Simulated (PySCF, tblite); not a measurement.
**C4H5Cl2NSi2: geometry, infrared bands and NMR shifts**

Aim: predict the infrared bands and NMR shifts of C4H5Cl2NSi2 (`C#C[Si@H](C#N)[SiH2]C(Cl)Cl`).

Computed with tblite 0.8.0 and PySCF 2.14.0, with density-fitted response routines of our own, on a single molecule in the gas phase. Atoms are numbered from 0 throughout.

### Step 1. Starting geometry

14 atoms, charge 0, multiplicity 1; geometry from: force field or distance geometry start.

Bonds of the start (Å): C0–C1 1.22, C1–Si2 1.81, Si2–C3 1.80, C3–N4 1.15, Si2–Si5 2.25, Si5–C6 1.85, C6–Cl7 1.77, C6–Cl8 1.77, C0–H9 1.05, Si2–H10 1.49, Si5–H11 1.47, Si5–H12 1.47, C6–H13 1.11.

### Step 2. Optimising the geometry with GFN2-xTB

What the job is given:

```
{"job": {"kind": "relax", "xc": "GFN2-xTB", "basis": "xTB"}, "charge": 0, "multiplicity": 1}
C      2.851500    -0.834300    -1.613800
C      1.989400    -0.189500    -1.035300
Si     0.718400     0.765600    -0.164200
C      1.514200     1.830400     1.046100
N      2.026500     2.480600     1.848700
Si    -0.728400    -0.679400     0.774200
C     -2.456900    -0.387300     0.198700
Cl    -2.454500    -0.616500    -1.559100
Cl    -3.018700     1.237000     0.624900
H      3.570900    -1.400400    -2.133400
H      0.020300     1.624200    -1.166400
H     -0.592000    -0.652600     2.237200
H     -0.336200    -2.008300     0.281400
H     -3.105200    -1.170200     0.638900
```

Launch:

```bash
$ OMP_NUM_THREADS=1 python probes_run.py task.json out
```

The driver reads the jobs from task.json and runs them one after another.

**Question.** This job is followed by: GFN2-xTB harmonic vibrations, gas phase; GIAO PBE0/pcSseg-1 NMR shielding, non-relativistic, gas phase. Predict these results of the whole session: strongest single infrared mode (GFN2-xTB); zero-point energy (GFN2-xTB); 13C shifts against TMS (PBE0/pcSseg-1); 1H shifts against TMS (PBE0/pcSseg-1); 29Si shifts against TMS (PBE0/pcSseg-1); 15N shifts against NH3 (PBE0/pcSseg-1); 35Cl shifts against HCl (PBE0/pcSseg-1).

As calculated:

| quantity | value |
| --- | --- |
| strongest single infrared mode (GFN2-xTB) | 2226 cm⁻¹, 334 km/mol |
| zero-point energy (GFN2-xTB) | 43.9 kcal/mol |
| 13C shifts against TMS (PBE0/pcSseg-1) | 121.8, 109.5, 81.1, 72.6 ppm |
| 1H shifts against TMS (PBE0/pcSseg-1) | 5.91, 5.25, 4.62, 4.55, 2.27 ppm |
| 29Si shifts against TMS (PBE0/pcSseg-1) | -43.7, -95.0 ppm |
| 15N shifts against NH3 (PBE0/pcSseg-1) | 367.2 ppm |
| 35Cl shifts against HCl (PBE0/pcSseg-1) | 244, 241 ppm |

**Reading.** The optimisation took 58 steps and gained 0.379 eV; among the close pairs (by a distance rule), Si5–C6 changed most, from 1.845 to 1.931 Å. The lowest mode is slightly imaginary (5i cm⁻¹), a soft motion within the noise of the Hessian, so the minimum is not strictly shown. The strongest single mode, at 2226 cm⁻¹, moves mainly H12. GFN2-xTB is a fitted tight-binding method: band positions and strengths are rough. Its intensities can rank the bands wrongly. C6 stands next to heavy halogen, whose spin-orbit shielding this run leaves out, so the computed shift lies too far downfield, most of all for carbon beside Br or I. C3 (nitrile carbon) lies farthest downfield among carbon, at 121.8 ppm; C≡N carbons fall here, among the sp2 signals but without a proton. The most deshielded hydrogen is H13 (hydrogen on an sp3 CH bonded to 2 Cl and Si), at 5.91 ppm: its carbon carries Cl, an electronegative neighbour.
